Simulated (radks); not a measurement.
# Ionising erbium step by step, Er⁴⁶⁺ to Er⁶⁷⁺

Wanted: the ionisation ladder of erbium and its errors against NIST. Each value is a difference of total energies (Δ-SCF).

Method: non-relativistic Kohn-Sham, PBE, spin-polarised, spherical densities, point nucleus; open shells are filled with parallel spins first. Code: radks (a radial shooting solver on a logarithmic mesh, Libxc functionals) version 1.

### 1 The atom as given

* element: erbium (Z = 68)
* charges: 46 to 67
* first configuration: [Ar] 3d4
* last configuration: 1s1

The outer shells:

Er⁴⁶⁺
```
[Ar] core
3d [↑ ][↑ ][↑ ][↑ ][  ]
```

Er⁶⁷⁺
```
1s [↑ ]
```

### 2 Er⁴⁶⁺, [Ar] 3d4

Input:

```text
Z 68
configuration [Ar] 3d4
relativity non-relativistic
functional pbe,pbe
spin polarised
nucleus point
```

### 3 Er⁴⁷⁺, [Ar] 3d3

Input:

```text
Z 68
configuration [Ar] 3d3
relativity non-relativistic
functional pbe,pbe
spin polarised
nucleus point
```

### 4 Er⁴⁸⁺, [Ar] 3d2

Input:

```text
Z 68
configuration [Ar] 3d2 4s0 4p0
relativity non-relativistic
functional pbe,pbe
spin polarised
nucleus point
```

### 5 Er⁴⁹⁺, [Ar] 3d1

Input:

```text
Z 68
configuration [Ar] 3d1
relativity non-relativistic
functional pbe,pbe
spin polarised
nucleus point
```

### 6 Er⁵⁰⁺, [Ar]

Input:

```text
Z 68
configuration [Ar]
relativity non-relativistic
functional pbe,pbe
spin polarised
nucleus point
```

### 7 Er⁵¹⁺, [Ne] 3s2 3p5

Input:

```text
Z 68
configuration [Ne] 3s2 3p5
relativity non-relativistic
functional pbe,pbe
spin polarised
nucleus point
```

### 8 Er⁵²⁺, [Ne] 3s2 3p4

Input:

```text
Z 68
configuration [Ne] 3s2 3p4
relativity non-relativistic
functional pbe,pbe
spin polarised
nucleus point
```

### 9 Er⁵³⁺, [Ne] 3s2 3p3

Input:

```text
Z 68
configuration [Ne] 3s2 3p3 4s0 3d0
relativity non-relativistic
functional pbe,pbe
spin polarised
nucleus point
```

### 10 Er⁵⁴⁺, [Ne] 3s2 3p2

Input:

```text
Z 68
configuration [Ne] 3s2 3p2
relativity non-relativistic
functional pbe,pbe
spin polarised
nucleus point
```

### 11 Er⁵⁵⁺, [Ne] 3s2 3p1

Input:

```text
Z 68
configuration [Ne] 3s2 3p1 4s0 3d0
relativity non-relativistic
functional pbe,pbe
spin polarised
nucleus point
```

### 12 Er⁵⁶⁺, [Ne] 3s2

Input:

```text
Z 68
configuration [Ne] 3s2
relativity non-relativistic
functional pbe,pbe
spin polarised
nucleus point
```

### 13 Er⁵⁷⁺, [Ne] 3s1

Input:

```text
Z 68
configuration [Ne] 3s1
relativity non-relativistic
functional pbe,pbe
spin polarised
nucleus point
```

### 14 Er⁵⁸⁺, [Ne]

Input:

```text
Z 68
configuration [Ne]
relativity non-relativistic
functional pbe,pbe
spin polarised
nucleus point
```

### 15 Er⁵⁹⁺, [He] 2s2 2p5

Input:

```text
Z 68
configuration [He] 2s2 2p5
relativity non-relativistic
functional pbe,pbe
spin polarised
nucleus point
```

### 16 Er⁶⁰⁺, [He] 2s2 2p4

Input:

```text
Z 68
configuration [He] 2s2 2p4
relativity non-relativistic
functional pbe,pbe
spin polarised
nucleus point
```

### 17 Er⁶¹⁺, [He] 2s2 2p3

Input:

```text
Z 68
configuration [He] 2s2 2p3
relativity non-relativistic
functional pbe,pbe
spin polarised
nucleus point
```

### 18 Er⁶²⁺, [He] 2s2 2p2

Input:

```text
Z 68
configuration [He] 2s2 2p2
relativity non-relativistic
functional pbe,pbe
spin polarised
nucleus point
```

### 19 Er⁶³⁺, [He] 2s2 2p1

Input:

```text
Z 68
configuration [He] 2s2 2p1
relativity non-relativistic
functional pbe,pbe
spin polarised
nucleus point
```

### 20 Er⁶⁴⁺, [He] 2s2

Input:

```text
Z 68
configuration [He] 2s2
relativity non-relativistic
functional pbe,pbe
spin polarised
nucleus point
```

### 21 Er⁶⁵⁺, [He] 2s1

Input:

```text
Z 68
configuration [He] 2s1
relativity non-relativistic
functional pbe,pbe
spin polarised
nucleus point
```

### 22 Er⁶⁶⁺, [He]

Input:

```text
Z 68
configuration [He]
relativity non-relativistic
functional pbe,pbe
spin polarised
nucleus point
```

### 23 Er⁶⁷⁺, 1s1

Input:

```text
Z 68
configuration 1s1
relativity non-relativistic
functional pbe,pbe
spin polarised
nucleus point
```

Before running it: what results should come out? Wanted: for each run, species; configuration; Δ-SCF; −ε(HOMO); NIST; error.

**Answer**, as computed:

| species | configuration | Δ-SCF (eV) | −ε(HOMO) (eV) | NIST (eV) | error (%) |
| --- | --- | --- | --- | --- | --- |
| Er⁴⁶⁺ | [Ar] 3d4 | 3891.3 | 3831.5 | 3916 (theory) | -0.6 |
| Er⁴⁷⁺ | [Ar] 3d3 | 4011.4 | 3951.2 | 4038 (theory) | -0.7 |
| Er⁴⁸⁺ | [Ar] 3d2 | 4132.4 | 4071.8 | 4170 (theory) | -0.9 |
| Er⁴⁹⁺ | [Ar] 3d1 | 4253.9 | 4193.0 | 4294 (theory) | -0.9 |
| Er⁵⁰⁺ | [Ar] | 4587.5 | 4535.1 | 4639 (theory) | -1.1 |
| Er⁵¹⁺ | [Ne] 3s2 3p5 | 4691.7 | 4639.8 | 4748 (theory) | -1.2 |
| Er⁵²⁺ | [Ne] 3s2 3p4 | 4794.3 | 4743.4 | 4866 (theory) | -1.5 |
| Er⁵³⁺ | [Ne] 3s2 3p3 | 4930.5 | 4876.9 | 4978 (theory) | -1.0 |
| Er⁵⁴⁺ | [Ne] 3s2 3p2 | 5037.2 | 4984.1 | 5329 (theory) | -5.5 |
| Er⁵⁵⁺ | [Ne] 3s2 3p1 | 5142.3 | 5090.2 | 5455 (theory) | -5.7 |
| Er⁵⁶⁺ | [Ne] 3s2 | 5359.5 | 5313.0 | 5695 (theory) | -5.9 |
| Er⁵⁷⁺ | [Ne] 3s1 | 5470.6 | 5423.8 | 5815 (theory) | -5.9 |
| Er⁵⁸⁺ | [Ne] | 12816.8 | 12674.3 | 12918 (theory) | -0.8 |
| Er⁵⁹⁺ | [He] 2s2 2p5 | 13100.2 | 12959.0 | 13217 (theory) | -0.9 |
| Er⁶⁰⁺ | [He] 2s2 2p4 | 13378.6 | 13240.6 | 13548 (theory) | -1.3 |
| Er⁶¹⁺ | [He] 2s2 2p3 | 13757.3 | 13610.5 | 13855 (theory) | -0.7 |
| Er⁶²⁺ | [He] 2s2 2p2 | 14049.2 | 13903.8 | 15146 (theory) | -7.2 |
| Er⁶³⁺ | [He] 2s2 2p1 | 14335.7 | 14193.8 | 15511 (theory) | -7.6 |
| Er⁶⁴⁺ | [He] 2s2 | 14732.8 | 14627.7 | 15971 (theory) | -7.8 |
| Er⁶⁵⁺ | [He] 2s1 | 15004.3 | 14898.7 | 16274.6 (theory) | -7.8 |
| Er⁶⁶⁺ | [He] | 61749 | 61329 | 65848.2 (theory) | -6.2 |
| Er⁶⁷⁺ | 1s1 | 62901 | 62478 | 67241.5 (theory) | -6.5 |

In words: Reference values: NIST Atomic Spectra Database (exp. measured, semi-emp. semi-empirical, theory a theoretical value adopted there). Per unit of the charge left behind, the cost jumps most at Er⁶⁶⁺ ([He]): from 15004.3 to 61749 eV. There the highest level belongs to another shell. Minus the highest eigenvalue gives 98 to 99 % of the Δ-SCF value along the ladder. Relativity is left out here, which matters for elements this heavy. Open shells are spherical and high-spin; term and fine-structure splittings are not resolved.
